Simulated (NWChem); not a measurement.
# RbF (SMILES [F][Rb]), run twice

Aim: a structure relaxation of RbF at mPW1PW91/def2-SVP (core potential).

Program for the calculation: NWChem 7.3.0.

1 further run of the same task is left out (set aside as unsound or not needed).

**1. The system as given**

RbF: 2 atoms, total charge 0, spin state singlet. SMILES: `[F][Rb]`. Geometry: a GFN2-xTB relaxation, a rough one for these elements and not checked as a minimum. The run starts from this shape.

Bond lengths: F1–Rb2 2.198 Å.

**2. The input as first written**

m1.xyz

```xyz
2
RbF
F      0.000000     0.000000     0.000000
Rb     0.000000     0.000000     2.197590
```

m1.nw

```
start m1
title "RbF"
memory stack 880 mb heap 220 mb global 1100 mb
charge -2

geometry units angstroms noautoz
   load format xyz m1.xyz
end

basis spherical
   * library def2-SVP
end

ecp
   Rb library def2-ecp
end

dft
   xc mpw91 0.75 perdew91 1.0 hfexch 0.25
   mult 1
   grid xfine
   direct
   maxiter 75
   print low
end

driver
   tight
   maxiter 30
end

task dft optimize
task dft frequencies
```

Started as:

```
$ nwchem m1.nw > m1.out
```

Standard output:

```text
[...]
 Group name             C4v
[...]
 d= 0,ls=0.0,diis     1   -112.0186644519 -1.32D+02  3.87D-01  2.06D+01     0.2
[...]
         Total DFT energy =     -123.796325286219
[...]
@    0    -123.79632529  0.0D+00  0.03875  0.02237  0.00000  0.00000      1.3
[...]
         Total DFT energy =     -123.797598332875
[...]
@    1    -123.80046872 -4.1D-03  0.02112  0.01219  0.04055  0.07023      2.4
[...]
@    3    -123.80295802 -4.5D-05  0.00005  0.00003  0.01089  0.01886      4.5
[...]
         Total DFT energy =   -123.802958036783
[...]
@    4    -123.80295804 -2.2D-08  0.00000  0.00000  0.00024  0.00042      4.9
[...]
         Total DFT energy =     -123.802958034293
[...]
         Total DFT energy =   -123.802958034293
                         DFT ENERGY GRADIENTS
    atom               coordinates                        gradient
                 x          y          z           x          y          z
   1 F       0.000000   0.000000  -3.541398    0.000000   0.000000  -0.000001
   2 Rb      0.000000   0.000000   1.013581    0.000000   0.000000   0.000001
[...]
@    5    -123.80295803  2.5D-09  0.00000  0.00000  0.00002  0.00003      5.3
[...]
      Optimization converged
[...]
@    5    -123.80295803  2.5D-09  0.00000  0.00000  0.00002  0.00003      5.3
[...]
 d= 0,ls=0.0,diis     2   -123.8029608641 -1.30D-10  4.59D-07  1.66D-11     5.9
         Total DFT energy =     -123.802960864081
      One electron energy =     -221.285913366640
           Coulomb energy =       94.168404757038
    Exchange-Corr. energy =      -14.468190395796
 Nuclear repulsion energy =       17.782738141317
[...]
 Zero-Point correction to Energy  =    0.452 kcal/mol  (  0.000720 au)
 Thermal correction to Energy     =    2.184 kcal/mol  (  0.003480 au)
 Thermal correction to Enthalpy   =    2.776 kcal/mol  (  0.004423 au)
 Total Entropy                    =   57.055 cal/mol-K
   - Translational                =   39.814 cal/mol-K (mol. weight = 103.9101)
   - Rotational                   =   15.912 cal/mol-K (symmetry #  =        1)
   - Vibrational                  =    1.328 cal/mol-K
 Cv (constant volume heat capacity) =    6.607 cal/mol-K
   - Translational                  =    2.979 cal/mol-K
   - Rotational                     =    1.986 cal/mol-K
   - Vibrational                    =    1.642 cal/mol-K
[...]
 Normal Eigenvalue ||           Projected Infra Red Intensities
  Mode   [cm**-1]  || [atomic units] [(debye/angs)**2] [(KM/mol)] [arbitrary]
 ------ ---------- || -------------- ----------------- ---------- -----------
    1       -0.000 ||    0.038498           0.888        37.529      14.844
    2        0.000 ||    0.001732           0.040         1.688       0.668
    3        0.000 ||    0.001732           0.040         1.688       0.668
    4        0.000 ||    0.056036           1.293        54.627      21.606
    5        0.000 ||    0.056036           1.293        54.627      21.606
    6      316.406 ||    0.001578           0.036         1.538       0.608
 ----------------------------------------------------------------------------
[...]
```

Run time: 18 s. Hardware: 1 thread of INTEL XEON PLATINUM 8581C at 2.30GHz (Emerald Rapids), shared host; peak memory 0.14 GiB.

**3. What went wrong**

It ran to the end. The result can't be trusted all the same.

Cause: the charge typed isn't that of the species meant. To mend it: charge 0 in place of -2.

**4. Second attempt**

m1.xyz is that of step 2.

m1.nw

```
start m1
title "RbF"
memory total 2200 mb
charge 0

geometry noautoz
   load m1.xyz
end

basis "ao basis" spherical
   * library def2-SVP
end

ecp
   Rb library def2-ecp
end

dft
   xc mpw91 0.75 perdew91 1.0 hfexch 0.25
   mult 1
   grid xfine
   direct
   maxiter 100
   print low
end

driver
   tight
   maxiter 30
end

task dft optimize
task dft frequencies
```

Started as:

```
$ nwchem m1.nw > m1.out
```

Standard output, shortened:

```text
[...]
 Group name             C4v
[...]
 d= 0,ls=0.0,diis     1   -123.7839542191 -1.43D+02  7.10D-02  8.81D-01     0.2
[...]
         Total DFT energy =     -123.881247917959
[...]
@    0    -123.88124792  0.0D+00  0.02293  0.01324  0.00000  0.00000      0.8
[...]
         Total DFT energy =     -123.881693754371
[...]
@    1    -123.88268394 -1.4D-03  0.01195  0.00690  0.02400  0.04157      1.8
[...]
@    3    -123.88332907 -1.9D-06  0.00007  0.00004  0.00161  0.00279      3.3
[...]
         Total DFT energy =   -123.883329099510
[...]
@    4    -123.88332910 -2.7D-08  0.00000  0.00000  0.00023  0.00039      3.8
[...]
         Total DFT energy =     -123.883329097857
[...]
         Total DFT energy =   -123.883329097857
                         DFT ENERGY GRADIENTS
    atom               coordinates                        gradient
                 x          y          z           x          y          z
   1 F       0.000000   0.000000  -3.438284    0.000000   0.000000  -0.000001
   2 Rb      0.000000   0.000000   0.910467    0.000000   0.000000   0.000001
[...]
@    5    -123.88332910  1.7D-09  0.00000  0.00000  0.00000  0.00001      4.2
[...]
      Optimization converged
[...]
@    5    -123.88332910  1.7D-09  0.00000  0.00000  0.00000  0.00001      4.2
[...]
 d= 0,ls=0.0,diis     2   -123.8833291250  1.14D-13  4.52D-08  4.07D-12     4.8
         Total DFT energy =     -123.883329124985
      One electron energy =     -218.777049735706
           Coulomb energy =       90.601280848706
    Exchange-Corr. energy =      -14.333598744040
 Nuclear repulsion energy =       18.626038506054
[...]
 Zero-Point correction to Energy  =    0.568 kcal/mol  (  0.000906 au)
 Thermal correction to Energy     =    2.244 kcal/mol  (  0.003576 au)
 Thermal correction to Enthalpy   =    2.836 kcal/mol  (  0.004520 au)
 Total Entropy                    =   56.514 cal/mol-K
   - Translational                =   39.814 cal/mol-K (mol. weight = 103.9101)
   - Rotational                   =   15.728 cal/mol-K (symmetry #  =        1)
   - Vibrational                  =    0.971 cal/mol-K
 Cv (constant volume heat capacity) =    6.440 cal/mol-K
   - Translational                  =    2.979 cal/mol-K
   - Rotational                     =    1.986 cal/mol-K
   - Vibrational                    =    1.474 cal/mol-K
[...]
 Normal Eigenvalue ||           Projected Infra Red Intensities
[...]
```

Run time: 16 s. Hardware: 1 thread of INTEL XEON PLATINUM 8581C at 2.30GHz (Emerald Rapids), shared host; peak memory 0.14 GiB.

The path in brief:

```csv
step,energy from the first frame kept (eV)
0,0.0000
1,-0.0391
2,-0.0566
3,-0.0566
4,-0.0566
5,-0.0566
```

After the run. Bond lengths: F1–Rb2 2.301 Å.

**5. Outcome**

Level: mPW1PW91/def2-SVP (core potential).

| quantity | value |
| --- | --- |
| total energy at the end | -123.88333 Eh |
| bond length | 2.301 Å |
| harmonic wavenumber | 398 cm⁻¹ |
| zero-point energy | 2.4 kJ/mol |
| ideal-gas entropy at 298.15 K (symmetry number 1 as used) | 56.5 cal/(mol K) |

In words: The one mode is real, so the shape is a minimum at this level. The optimisation took 6 steps and changed the energy by -0.057 eV.
